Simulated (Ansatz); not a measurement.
**C3H10OSi: how energies converge with the basis set**

Aim: see how fast density functionals converge with the basis set for C3H10OSi.

Method: one geometry, several basis sets; program: Ansatz 0.2.0, Gaussian basis.

The runs, in order: PBE0-D4/def2-SVP; ωB97M-V/def2-SVP; PBE0-D4/def2-QZVPP; ωB97M-V/def2-QZVPP; the functionals' def2-TZVPP values are taken from earlier runs.

**1. The geometry**

The geometry comes from an earlier relaxation with PBE0-D4 in a triple-zeta def2 set; it is a stationary point, not always the lowest conformer.

SMILES `CC[SiH2]CO`, 15 atoms, charge 0, spin multiplicity 1.

Atoms are counted from 1 here; the program's logs count them from 0.

Bond lengths: C1–C2 1.526 Å, C1–H6 1.094 Å, C1–H7 1.093 Å, C1–H8 1.093 Å, C2–Si3 1.880 Å, C2–H9 1.096 Å, C2–H10 1.095 Å, Si3–C4 1.895 Å, Si3–H11 1.493 Å, Si3–H12 1.489 Å, C4–O5 1.425 Å, C4–H13 1.100 Å, C4–H14 1.093 Å, O5–H15 0.960 Å. Angles: C2–C1–H6 111.9°, C2–C1–H7 111.3°, C2–C1–H8 111.7°, H6–C1–H7 106.9°, H6–C1–H8 107.2°, H7–C1–H8 107.5°, C1–C2–Si3 113.9°, C1–C2–H9 110.7°, C1–C2–H10 110.3°, Si3–C2–H9 108.4°, Si3–C2–H10 107.9°, H9–C2–H10 105.3°, C2–Si3–C4 109.8°, C2–Si3–H11 109.9°, C2–Si3–H12 109.8°, C4–Si3–H11 108.8°, C4–Si3–H12 109.8°, H11–Si3–H12 108.8° and more.

**2. PBE0-D4 in def2-SVP**

Contents of in.yaml:

```yaml
crystal:
  periodic: [false, false, false]
  atoms:
    - {symbol: C, position_ang: [-1.584893, -0.476814, -0.832009]}
    - {symbol: C, position_ang: [-0.150380, -0.998225, -0.812662]}
    - {symbol: Si, position_ang: [0.777253, -0.615743, 0.777100]}
    - {symbol: C, position_ang: [0.831038, 1.257948, 1.052119]}
    - {symbol: O, position_ang: [1.349675, 1.960424, -0.073812]}
    - {symbol: H, position_ang: [-1.625598, 0.611173, -0.724872]}
    - {symbol: H, position_ang: [-2.172671, -0.899285, -0.013010]}
    - {symbol: H, position_ang: [-2.094347, -0.728429, -1.765595]}
    - {symbol: H, position_ang: [0.421203, -0.589595, -1.654367]}
    - {symbol: H, position_ang: [-0.138916, -2.083817, -0.956329]}
    - {symbol: H, position_ang: [0.082315, -1.251986, 1.935134]}
    - {symbol: H, position_ang: [2.163121, -1.153649, 0.695435]}
    - {symbol: H, position_ang: [-0.157862, 1.641249, 1.342355]}
    - {symbol: H, position_ang: [1.498955, 1.485675, 1.887160]}
    - {symbol: H, position_ang: [0.779304, 1.790376, -0.827247]}
basis:
  gaussian: {orbitals: def2-SVP}
hamiltonian: {xc: pbe0, dispersion: d4}
output: {orbitals: {seedname: orbitals}}
```

Run with:

```
$ ansatz run in.yaml --threads 4 --pin off --events-out ev --progress --plain --max-ram 10444MiB
```

Further steps of the session: ωB97M-V in def2-SVP; PBE0-D4 in def2-QZVPP; ωB97M-V in def2-QZVPP.

Before running them: what should the planned runs give, taken together? Wanted: PBE0-D4: double and triple zeta above quadruple; ωB97M-V: double and triple zeta above quadruple.

**Answer**, as computed:

```
                                       quantity          value
PBE0-D4: double and triple zeta above quadruple  9.47, 0.58 eV
ωB97M-V: double and triple zeta above quadruple  9.78, 0.56 eV
```

**Reading.** PBE0-D4 gains 8.89 eV from double to triple zeta, then 0.58 eV more. Total energies overstate the basis error of differences, where much of it tends to cancel. The LUMO of ωB97M-V is positive and keeps falling with the basis (2.63 to 1.44 eV): an unbound level that the basis holds in place.
